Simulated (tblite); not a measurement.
# C7H10AsB: the cost of one run

Computed with tblite 0.8.0 and PySCF 2.14.0, with density-fitted response routines of our own, on a single molecule in the gas phase. Atoms count from 0, in the outputs and in this text.

## Step 1: The molecule as given

19 atoms, charge 0, multiplicity 1; geometry from: force field or distance geometry start.

Bonds of the start (Å): C0–C1 1.20, C1–C2 1.44, C2–C3 1.32, C3–C4 1.52, C4–C5 1.51, C5–C6 1.34, C5–B7 1.59, B7–As8 2.04, C0–H9 1.07, C2–H10 1.09, C3–H11 1.08, C4–H12 1.11, C4–H13 1.11, C6–H14 1.09, C6–H15 1.08, B7–H16 1.18, As8–H17 1.56, As8–H18 1.57.

## Step 2: Relaxing the molecule with GFN2-xTB

The job: settings as JSON, then the geometry in Å.

```
{"job": {"kind": "relax", "xc": "GFN2-xTB", "basis": "xTB"}, "charge": 0, "multiplicity": 1}
C     -3.454400     1.701200     0.697800
C     -2.768200     1.326800    -0.215400
C     -1.917000     0.862100    -1.283400
C     -0.843700     0.115800    -1.096800
C     -0.398400    -0.340300     0.287100
C      0.872900    -1.145400     0.193600
C      0.826900    -2.480300     0.126700
B      2.285400    -0.415000     0.120000
As     2.441700     1.614700     0.060700
H     -4.081200     2.037900     1.497300
H     -2.194200     1.151100    -2.297800
H     -0.269800    -0.194600    -1.954500
H     -1.210500    -0.940600     0.759300
H     -0.232000     0.548500     0.925500
H     -0.128800    -2.997000     0.156700
H      1.727400    -3.079900     0.060300
H      3.270400    -1.057700     0.042700
H      3.974900     1.558000     0.327600
H      2.088600     1.743700     1.585100
```

On the command line:

```sh
$ OMP_NUM_THREADS=1 python probes_run.py task.json out
```

One launch serves the whole session: the jobs run in the order shown.

**Question.** How long does this first job take on 1 thread of AMD EPYC, shared host, and how much memory does it need?

About 8.4 s, with a peak of 0.18 GiB.
